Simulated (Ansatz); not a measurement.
# HfB: the cost of one run

Computed with Ansatz 0.2.0 (DFT PBE, scalar-relativistic, plane waves, PAW, unless a step's input says otherwise).

3 further runs of the same task are left out: 2 that didn't finish, 1 set aside as unsound or not needed.

## Step 1: The structure to begin with

Symmetry: P4/mmm, No. 123, tetragonal system. Conventional cell: a = 3.788 Å, b = 3.788 Å, c = 3.643 Å, α = 90.00°, β = 90.00°, γ = 90.00°. Hf (site symmetry mmm) is surrounded by 4 B at 2.19 Å. B (site symmetry 4mm) is surrounded by 1 B at 1.44 Å.

Coordinates:

```
Hf B
1.0
     3.78758    0.00000    0.00000
     0.00000    3.78758    0.00000
     0.00000    0.00000    3.64289
Hf B
2 2
Direct
  0.00000 0.50000 0.00000
  0.50000 0.00000 0.00000
  0.00000 0.00000 0.30269
  0.00000 0.00000 0.69731
```

A structure generator made this guess: random cell by space group and Wyckoff sites (P4/mmm, No. 123). Its size is a rough estimate.

## Step 2: A first look at the guess

Input file input.yaml:

```yaml
crystal:
  lattice:
    - [3.78758019, 0.0, 0.0]
    - [0.0, 3.78758019, 0.0]
    - [0.0, 0.0, 3.64289064]
  atoms:
    - { symbol: Hf, position: [0.0, 0.5, 0.0] }
    - { symbol: Hf, position: [0.5, 0.0, 0.0] }
    - { symbol: B, position: [0.0, 0.0, 0.30268902] }
    - { symbol: B, position: [0.0, 0.0, 0.69731098] }
basis:
  ecutwfc: 420
kpoints:
  mp_grid: { grid: [4, 4, 6] }
hamiltonian:
  xc: pbe
scf:
  occupations: { method: gaussian, width: 0.1 }
  lower_state_search: "off"
output:
  forces: true
  stress: true
  eigenvalues: true
```

On the command line:

```
ansatz run input.yaml --threads 1 --pin off --max-ram 2560MiB --backend cpu --events-out ev --progress --plain --runs-dir out
```

Q: Estimate wall time and peak memory on 1 thread of Intel Xeon Platinum 8488C (Sapphire Rapids), shared host.

About 2.2 s, with a peak of 0.36 GiB.
